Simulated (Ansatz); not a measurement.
# FH2SeSi (charge +1): molecular dynamics

The plan is to follow the molecule's vibrations and see whether its bonds hold. The start is relaxed first. Runs: 300 steps of 0.5 fs under a Langevin thermostat at 500 K. SMILES of the start: F[SiH+][SeH].

All numbers below are computed with Ansatz 0.2.0 (RKS BLYP/def2-SVP).

### Step 1. Starting point

Bond lengths: F1–Si2 1.573 Å, Si2–Se3 2.173 Å, Si2–H4 1.444 Å, Se3–H5 1.455 Å. Angles: F1–Si2–Se3 108.7°, F1–Si2–H4 105.3°, Se3–Si2–H4 146.0°, Si2–Se3–H5 97.6°.

Structure file:

```xyz
5

F    -0.9963   -0.9947    1.3647
Si   -0.4502   -0.3766    0.0249
Se    1.2054    0.9498    0.4950
H    -1.2757   -0.9385   -1.0188
H     1.5168    1.3600   -0.8659
```

### Step 2. Relaxing the start

File input.yaml:

```yaml
crystal:
  periodic: [false, false, false]
  atoms:
    - { symbol: F, position_ang: [-0.99634, -0.99467, 1.36472] }
    - { symbol: Si, position_ang: [-0.4502, -0.3766, 0.02495] }
    - { symbol: Se, position_ang: [1.20542, 0.94976, 0.49498] }
    - { symbol: H, position_ang: [-1.27566, -0.93849, -1.01879] }
    - { symbol: H, position_ang: [1.51678, 1.36, -0.86586] }
total_charge: 1
basis:
  gaussian: { orbitals: def2-SVP }
hamiltonian:
  xc: blyp
relax:
  f_tol: 0.02
  max_steps: 40
scf:
  lower_state_search: "off"
```

The run is started by

```bash
$ ansatz run input.yaml --threads 1 --pin off --max-ram 2048MiB --backend cpu --events-out ev --progress --plain --runs-dir out
```

Further steps of the session: Dynamics.

Before running it: what results should come out? Wanted: relaxation of the start; temperature, first and last step; temperature, second half; potential energy, second half; bonds formed or broken.

**Answer**, as computed:

| quantity | value |
| --- | --- |
| relaxation of the start | 6 moves, 0.202 eV lower |
| length | 300 steps of 0.5 fs |
| temperature, first and last step | 400 and 519 K |
| temperature, second half | mean 286 K, from 95 to 532 K |
| potential energy, second half | +31 meV/atom from the start |
| bonds formed or broken | 0 |

**Reading.** Against a set 500 K the second half averages 286 K with a spread of 99 K; 31 meV/atom has gone into potential energy, and a thermostat that acts over some 200 fs has not made it up in 150 fs. No bond forms or breaks. A run of 150 fs with 5 atoms shows the motion but fixes no equilibrium value. The nuclei move classically, without zero-point motion, which matters most for hydrogen.
